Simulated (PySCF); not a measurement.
# [La(NH3)3]3+: other functionals and bases at one geometry

How far do other levels of theory move the description of [La(NH3)3]3+, and what does each cost? The species was built from a template and needn't be a known compound.

Method: several levels, as the steps say, no spin–orbit coupling; program: PySCF 2.14.0.

1 further run of the same task is left out (for a known fault of the program).

### Step 1. The system as given

13 atoms, charge 3, spin multiplicity 1.

Bond lengths: La1–N2 2.559 Å, La1–N6 2.559 Å, La1–N10 2.559 Å, N2–H3 1.035 Å, N2–H4 1.036 Å, N2–H5 1.035 Å, N6–H7 1.035 Å, N6–H8 1.036 Å, N6–H9 1.035 Å, N10–H11 1.035 Å, N10–H12 1.036 Å, N10–H13 1.035 Å. Angles: N2–La1–N6 111.7°, N2–La1–N10 111.7°, N6–La1–N10 111.7°, La1–N2–H3 116.4°, La1–N2–H4 114.5°, La1–N2–H5 115.7°, H3–N2–H4 102.7°, H3–N2–H5 102.9°, H4–N2–H5 102.8°, La1–N6–H7 116.4°, La1–N6–H8 114.5°, La1–N6–H9 115.7°, H7–N6–H8 102.7°, H7–N6–H9 102.9°, H8–N6–H9 102.8°, La1–N10–H11 116.4°, La1–N10–H12 114.5°, La1–N10–H13 115.7° and more.

Geometry (Å):

```xyz
13
charge 3, multiplicity 1
La    0.0000    0.0000   -0.7629
N     2.4447   -0.0007   -0.0078
H     2.6893   -0.6533    0.7572
H     3.1231   -0.2527   -0.7487
H     2.8080    0.9052    0.3363
N    -1.2217    2.1175   -0.0078
H    -0.7789    2.6556    0.7572
H    -1.3426    2.8310   -0.7487
H    -2.1879    1.9792    0.3363
N    -1.2230   -2.1168   -0.0078
H    -1.9104   -2.0023    0.7572
H    -1.7804   -2.5783   -0.7487
H    -0.6200   -2.8844    0.3363
```

Formal oxidation states: La +3. An earlier session relaxed this geometry at PBE0, La def2-SVP with ECP46, N def2-SVP, H def2-SVP (singlet, point group C3).

At PBE0 on the finer grid: E = -199.944059 Eh, HOMO -23.78 eV, LUMO -15.94 eV, Mulliken charge on La1 +1.89 e, largest force component 0.009 eV/Å. 

Levels to run: TPSSh; PBE; PBE0, TZVP. Hardware: 2 threads of AMD EPYC 7R43 (Zen 3), shared host.

### Step 2. TPSSh

File run.py (the lines that set the calculation):

```python
mol = gto.M(atom='''
La     0.00000     0.00000    -0.76285
N      2.44466    -0.00072    -0.00778
H      2.68928    -0.65330     0.75723
H      3.12306    -0.25275    -0.74868
H      2.80797     0.90521     0.33628
N     -1.22171     2.11750    -0.00778
H     -0.77887     2.65564     0.75723
H     -1.34264     2.83102    -0.74868
H     -2.18792     1.97916     0.33628
N     -1.22296    -2.11678    -0.00778
H     -1.91042    -2.00234     0.75723
H     -1.78042    -2.57827    -0.74868
H     -0.62005    -2.88438     0.33628''',
    basis={'La': 'def2-SVP', 'N': 'def2-SVP', 'H': 'def2-SVP'},
    ecp={'La': 'def2-SVP'},
    charge=3, spin=0)
mf = dft.RKS(mol, xc='TPSSH')
mf.grids.atom_grid = (75, 302)  # f atoms: unpruned, at least (60, 302)
mf = mf.density_fit()  # fitting sets: La def2-universal-JKFIT, N def2-universal-JKFIT, H def2-universal-JKFIT
mf.conv_tol = 1e-08; mf.max_cycle = 55
mf.kernel(dm0)  # dm0: the density of the relaxed state
```

Run with:

```bash
$ OMP_NUM_THREADS=2 python run.py
```

### Step 3. PBE

Changes to run.py (the lines that set the calculation) since step 2:

```diff
@@ -17,3 +17,3 @@
     charge=3, spin=0)
-mf = dft.RKS(mol, xc='TPSSH')
+mf = dft.RKS(mol, xc='PBE')
 mf.grids.atom_grid = (75, 302)  # f atoms: unpruned, at least (60, 302)
```

### Step 4. PBE0, TZVP

Basis: La def2-TZVP with ECP46, N def2-TZVP, H def2-TZVP. 

Changes to run.py (the lines that set the calculation) since step 3:

```diff
@@ -14,6 +14,6 @@
 H     -0.62005    -2.88438     0.33628''',
-    basis={'La': 'def2-SVP', 'N': 'def2-SVP', 'H': 'def2-SVP'},
-    ecp={'La': 'def2-SVP'},
+    basis={'La': 'def2-TZVP', 'N': 'def2-TZVP', 'H': 'def2-TZVP'},
+    ecp={'La': 'def2-TZVP'},
     charge=3, spin=0)
-mf = dft.RKS(mol, xc='PBE')
+mf = dft.RKS(mol, xc='PBE0')
 mf.grids.atom_grid = (75, 302)  # f atoms: unpruned, at least (60, 302)
@@ -21,2 +21,2 @@
 mf.conv_tol = 1e-08; mf.max_cycle = 55
-mf.kernel(dm0)  # dm0: the density of the relaxed state
+mf.kernel(dm0)  # dm0: free metal ions and neutral atoms
```

**Question.** What will these runs give? Wanted: for each run, HOMO; gap; charge on La1; dipole; largest force.

**Answer**, as computed:

| level | state | HOMO (eV) | gap (eV) | charge on La1 (e) | dipole (D) | largest force (eV/Å) | basis functions | time |
| --- | --- | --- | --- | --- | --- | --- | --- | --- |
| PBE0 (relaxed here) | singlet | -23.78 | 7.84 | 1.89 | 2.05 | 0.01 | 119 | 24 s |
| TPSSh | singlet | -22.97 | 6.71 | 1.87 | 2.07 | 0.12 | 119 | 14 s |
| PBE | singlet | -22.26 | 5.47 | 1.78 | 2.25 | 0.37 | 119 | 8.9 s |
| PBE0, TZVP | singlet | -23.75 | 7.86 | 2.04 | 2.02 | 0.37 | 187 | 31 s |

Times are on 2 threads of AMD EPYC 7R43 (Zen 3), shared host; the first row also made further properties. The dipole of a charged species depends on the origin, so these sizes hold for this origin alone.

In one basis the HOMO–LUMO gap runs from 5.47 eV (PBE) to 7.84 eV (PBE0). The largest leftover force, 0.37 eV/Å with PBE0, TZVP, stands at a geometry relaxed at another level. The Mulliken charge on La spans +1.78 to +2.04 e over the levels. Total energies of different levels can't be compared. Spin–orbit coupling is left out throughout.
